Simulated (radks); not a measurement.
# Se¹²⁺ in [Ar] 3d4: an all-electron calculation

The task here is to estimate one member of a computed series from the others.

Method: scalar-relativistic Kohn-Sham, exchange-only PBE, spin-unpolarised, spherical densities, finite nucleus. Code: radks (a radial shooting solver on a logarithmic mesh, Libxc functionals) version 1.

**Starting point**

```
element            : selenium (Z = 34)
charge             : +12
electrons          : 22
configuration      : [Ar] 3d4
nuclear rms radius : 4.14 fm
```

Outer shells as boxes (Hund's rule):

Se¹²⁺
```
[Ar] core
3d [↑ ][↑ ][↑ ][↑ ][  ]
```

Set-up of the first run:

The run's settings:

```text
Z 34
configuration [Ar] 3d4
relativity scalar-relativistic
functional pbe,
spin unpolarised
nucleus finite rms 4.14 fm
c 137.035999084
```

Launch:

```sh
$ python run_ks.py task.json out
```

This one command runs every case of the session in turn.

One of the session's tables, all rows but one given; the rest of the session is left out.

It belongs to the step «Orbitals and density». Sizes of the orbitals, from the radial functions (bohr):

```
level     <r>  outermost maximum (interpolated)  90 % within  nodes
   1s       ?                                 ?            ?      ?
   2s  0.1955                             0.164        0.302      1
   2p  0.1707                             0.132        0.278      0
   3s  0.5360                             0.485        0.788      2
   3p  0.5361                             0.477        0.804      1
   3d  0.5103                             0.410        0.803      0
```

Estimate the missing values for 1s.

The run gave: <r>: 0.04409; outermost maximum (interpolated): 0.0288; 90 % within: 0.0788; nodes: 0. In the column «<r>» it is the lowest.

Caveats from the session: Spin polarisation and multiplet splitting are left out.
